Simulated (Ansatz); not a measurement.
# Cl4H2NZr with multiplicity 2: a relaxation

Wanted: the relaxed geometry, from a rough start. Meant to form: Cl2–N6; to break: Zr1–Cl2. The start is a guess near the saddle point, from which both ends are pulled out.

All numbers below are computed with Ansatz 0.2.0 (UKS PBE/def2-SVP).

## (1) The structure to begin with

Bond lengths: Zr1–Cl2 2.770 Å, Zr1–Cl3 2.520 Å, Zr1–Cl4 2.518 Å, Zr1–Cl5 2.518 Å, Cl2–N6 2.030 Å, N6–H7 1.060 Å, N6–H8 1.060 Å. Angles: Zr1–Cl2–N6 180.0°, Cl2–Zr1–Cl3 109.5°, Cl2–Zr1–Cl4 109.5°, Cl2–Zr1–Cl5 109.5°, Cl3–Zr1–Cl4 109.5°, Cl3–Zr1–Cl5 109.5°, Cl4–Zr1–Cl5 109.5°, Cl2–N6–H7 120.0°, Cl2–N6–H8 120.0°, H7–N6–H8 120.0°.

Structure file:

```xyz
8

Zr    0.0000    0.0000    0.0000
Cl    0.0000    0.0000    2.7700
Cl    2.3764    0.0000   -0.8392
Cl   -1.1869    2.0563   -0.8392
Cl   -1.1869   -2.0563   -0.8392
N     0.0000    0.0000    4.8000
H    -0.4960   -0.7725    5.3300
H     0.4960    0.7725    5.3300
```

## (2) A restrained relaxation towards end A

Springs on the bonds that form and break draw the guess towards this end; the thresholds are loose.

File input.yaml:

```yaml
crystal:
  periodic: [false, false, false]
  atoms:
    - { symbol: Zr, position_ang: [0.0, 0.0, 0.0] }
    - { symbol: Cl, position_ang: [0.0, 0.0, 2.77] }
    - { symbol: Cl, position_ang: [2.3764, 0.0, -0.8392] }
    - { symbol: Cl, position_ang: [-1.1869, 2.0563, -0.8392] }
    - { symbol: Cl, position_ang: [-1.1869, -2.0563, -0.8392] }
    - { symbol: "N", position_ang: [0.0, 0.0, 4.8] }
    - { symbol: H, position_ang: [-0.496, -0.7725, 5.33] }
    - { symbol: H, position_ang: [0.496, 0.7725, 5.33] }
magnetization:
  spin_polarized: true
  initial_magnetization: 1
basis:
  gaussian: { orbitals: def2-SVP }
hamiltonian:
  xc: pbe
relax:
  f_tol: 0.15
  max_steps: 25
  restrain:
    - { distance: [1, 5], at: 2.93, k: 30.0 }
    - { distance: [0, 1], at: 2.52, k: 30.0 }
```

Launch:

```
$ ansatz run input.yaml --threads 4 --pin off --max-ram 5120MiB --backend cpu --events-out ev --progress --plain --runs-dir out
```

Standard output, cut to the lines that bear on the results:

```text
Warning: RAYON_NUM_THREADS=4 ignored (pool sized by the plan → 4); use --threads N
[...]
Functional definition: PBE
[...]
1346 factors; their error is unknown
[...]
mean field -52858.56157157 eV, -1942.5163089353 hartree, gradient 2.5e-6 eV, S^2 0.763439; 10 other end points of the search recorded, 0 dependent functions left out
[...]
reference -52858.56165735 eV, -1942.5163120878 hartree; 45, 44 occupied and 82, 83 virtual orbitals, 1346 factors
relax step   1: F+E_penalty+E_count = -52858.56157157 eV  Δ(F+E_penalty+E_count) = +0.000e0 eV  max|allowed force component| = 2.226e0 eV/Å  E_restraint = 13.08750000 eV  max|allowed force component, restraints' pulls added| = 3.673e1 eV/Å  Δτ_max = 0.0000 Å  (431 SCF iters, accepted)
[...]
relax step   3: F+E_penalty+E_count = -52860.25457890 eV  Δ(F+E_penalty+E_count) = -6.221e-1 eV  max|allowed force component| = 3.082e0 eV/Å  E_restraint = 1.28930276 eV  max|allowed force component, restraints' pulls added| = 6.994e0 eV/Å  Δτ_max = 0.1947 Å  (45 SCF iters, accepted)
[...]
relax step   5: F+E_penalty+E_count = -52861.01274675 eV  Δ(F+E_penalty+E_count) = -3.236e-1 eV  max|allowed force component| = 2.602e0 eV/Å  E_restraint = 0.02967139 eV  max|allowed force component, restraints' pulls added| = 1.337e0 eV/Å  Δτ_max = 0.1920 Å  (38 SCF iters, accepted)
[...]
relax step  10: F+E_penalty+E_count = -52861.31875736 eV  Δ(F+E_penalty+E_count) = -6.928e-3 eV  max|allowed force component| = 1.548e0 eV/Å  E_restraint = 0.03675071 eV  max|allowed force component, restraints' pulls added| = 2.161e-2 eV/Å  Δτ_max = 0.0357 Å  (35 SCF iters, accepted)
  distance Cl 1 - N 5 = 2.9325 Å
  distance Zr 0 - Cl 1 = 2.4706 Å
1346 factors; their error is unknown
[...]
mean field -52861.31875736 eV, -1942.6176336441 hartree, gradient 1.9e-5 eV, S^2 0.752485; 1 other end points of the search recorded, 0 dependent functions left out
[...]
reference -52861.31884035 eV, -1942.6176366941 hartree; 45, 44 occupied and 82, 83 virtual orbitals, 1346 factors
Total energy: -52861.31884035 eV, -1942.6176366941 hartree
Atom 0 at     0.006153    -0.003677    -0.058096 Å, force     0.038645    -0.024911     1.461041 eV/Å
Atom 1 at     0.058181    -0.036534     2.411700 Å, force    -0.043002     0.026763    -1.548125 eV/Å
Atom 2 at     2.176394     0.011341    -0.906313 Å, force    -0.014799    -0.000126     0.001478 eV/Å
Atom 3 at    -1.107333     1.902731    -0.805598 Å, force     0.003672    -0.005277     0.001280 eV/Å
Atom 4 at    -1.111345    -1.885192    -0.859778 Å, force     0.006172     0.009429     0.002010 eV/Å
Atom 5 at     0.371211    -0.238036     5.320429 Å, force     0.004722    -0.005336     0.081272 eV/Å
Atom 6 at    -0.627610    -0.550326     5.306631 Å, force     0.003933     0.000620     0.000260 eV/Å
Atom 7 at     0.236949     0.799693     5.303425 Å, force     0.000657    -0.001162     0.000784 eV/Å
Dipole moment:    -0.301777     0.193004    -0.171544 e Å
```

Wall time 54 s (4 threads of Arm Neoverse V1, shared host); peak memory 0.38 GiB.

Relaxation path:

```csv
step,energy from step 1 (eV),largest force component (eV/Å)
1,0.0000,2.2260
2,-1.0709,3.9194
3,-1.6930,3.0819
4,-2.1276,2.9518
5,-2.4512,2.6018
6,-2.6756,1.7898
7,-2.7448,1.5384
8,-2.7503,1.5524
9x,-2.7310,1.6741
10,-2.7572,1.5481
```

Step 1 is the start. 1 step was tried and not accepted (marked x). Energies and forces in the table leave out the springs, which the log lists apart; the run stops on the force with the springs' pull added.

After: Bond lengths: Zr1–Cl2 2.471 Å, Zr1–Cl3 2.330 Å, Zr1–Cl4 2.331 Å, Zr1–Cl5 2.331 Å, N6–H7 1.047 Å, N6–H8 1.047 Å. Angles: Cl2–Zr1–Cl3 110.1°, Cl2–Zr1–Cl4 110.0°, Cl2–Zr1–Cl5 110.1°, Cl3–Zr1–Cl4 108.8°, Cl3–Zr1–Cl5 109.1°, Cl4–Zr1–Cl5 108.7°, H7–N6–H8 100.0°.

Pairs that crossed the distance rule for bonds on the way: moved apart Cl2–N6.

## (3) End point A

It starts where the restrained run ended.

File input.yaml:

```yaml
crystal:
  periodic: [false, false, false]
  atoms:
    - { symbol: Zr, position_ang: [0.006153, -0.003677, -0.058096] }
    - { symbol: Cl, position_ang: [0.058181, -0.036534, 2.4117] }
    - { symbol: Cl, position_ang: [2.176394, 0.011341, -0.906313] }
    - { symbol: Cl, position_ang: [-1.107333, 1.902731, -0.805598] }
    - { symbol: Cl, position_ang: [-1.111345, -1.885192, -0.859778] }
    - { symbol: "N", position_ang: [0.371211, -0.238036, 5.320429] }
    - { symbol: H, position_ang: [-0.62761, -0.550326, 5.306631] }
    - { symbol: H, position_ang: [0.236949, 0.799693, 5.303425] }
magnetization:
  spin_polarized: true
  initial_magnetization: 1
basis:
  gaussian: { orbitals: def2-SVP }
hamiltonian:
  xc: pbe
relax:
  f_tol: 0.03
  max_steps: 50
output:
  orbitals: {}
```

Launch:

```
$ ansatz run input.yaml --threads 4 --pin off --max-ram 5120MiB --backend cpu --events-out ev --progress --plain --runs-dir out
```

Standard output, cut to the lines that bear on the results:

```text
Warning: RAYON_NUM_THREADS=4 ignored (pool sized by the plan → 4); use --threads N
[...]
[... 1 set-up line as earlier in the session ...]
[...]
1346 factors; their error is unknown
[...]
mean field -52861.31876200 eV, -1942.6176338148 hartree, gradient 1.6e-5 eV, S^2 0.752485; 0 other end points of the search recorded, 0 dependent functions left out
[...]
reference -52861.31884505 eV, -1942.6176368668 hartree; 45, 44 occupied and 82, 83 virtual orbitals, 1346 factors
relax step   1: F+E_penalty+E_count = -52861.31876200 eV  Δ(F+E_penalty+E_count) = +0.000e0 eV  max|allowed force component| = 1.548e0 eV/Å  Δτ_max = 0.0000 Å  (52 SCF iters, accepted)
[...]
relax step   4: F+E_penalty+E_count = -52861.43511144 eV  Δ(F+E_penalty+E_count) = -7.747e-4 eV  max|allowed force component| = 1.144e-1 eV/Å  Δτ_max = 0.0077 Å  (36 SCF iters, accepted)
[...]
reference -52861.43547819 eV, -1942.6219230555 hartree; 45, 44 occupied and 82, 83 virtual orbitals, 1346 factors
Total energy: -52861.43547819 eV, -1942.6219230555 hartree
Atom 0 at     0.006853    -0.004103    -0.103137 Å, force     0.000005     0.000013     0.006750 eV/Å
Atom 1 at     0.048063    -0.030225     2.234066 Å, force    -0.001085     0.000802    -0.006486 eV/Å
Atom 2 at     2.190845     0.009591    -0.929155 Å, force    -0.000318    -0.000076     0.000776 eV/Å
Atom 3 at    -1.111836     1.913523    -0.830526 Å, force     0.000270    -0.000375    -0.000922 eV/Å
Atom 4 at    -1.115758    -1.897975    -0.882987 Å, force     0.000267     0.000290     0.000121 eV/Å
Atom 5 at     0.372820    -0.238501     5.414004 Å, force    -0.006316     0.003933    -0.000672 eV/Å
Atom 6 at    -0.626026    -0.551905     5.404866 Å, force     0.003861    -0.001995     0.000204 eV/Å
Atom 7 at     0.237639     0.799596     5.405269 Å, force     0.003315    -0.002593     0.000230 eV/Å
Dipole moment:    -0.302158     0.193015    -0.022146 e Å
```

Wall time 21 s (4 threads of Arm Neoverse V1, shared host); peak memory 0.23 GiB.

Step by step:

```csv
step,energy from step 1 (eV),largest force component (eV/Å)
1,0.0000,1.5481
2,-0.0542,1.4849
3,-0.1156,0.1976
4,-0.1163,0.1144
5,-0.1166,0.0067
```

Step 1 is the start.

After: Bond lengths: Zr1–Cl2 2.338 Å, Zr1–Cl3 2.335 Å, Zr1–Cl4 2.336 Å, Zr1–Cl5 2.336 Å, N6–H7 1.047 Å, N6–H8 1.047 Å. Angles: Cl2–Zr1–Cl3 109.7°, Cl2–Zr1–Cl4 109.2°, Cl2–Zr1–Cl5 109.5°, Cl3–Zr1–Cl4 109.4°, Cl3–Zr1–Cl5 109.6°, Cl4–Zr1–Cl5 109.4°, H7–N6–H8 100.0°.

## (4) What came out

| quantity | value |
| --- | --- |
| end A | 4 moves, 0.117 eV lower |

**Reading.** The relaxation gains 0.12 eV in 4 moves, with Cl2 moving most (0.18 Å); the start's largest force component was 1.5 eV/Å.
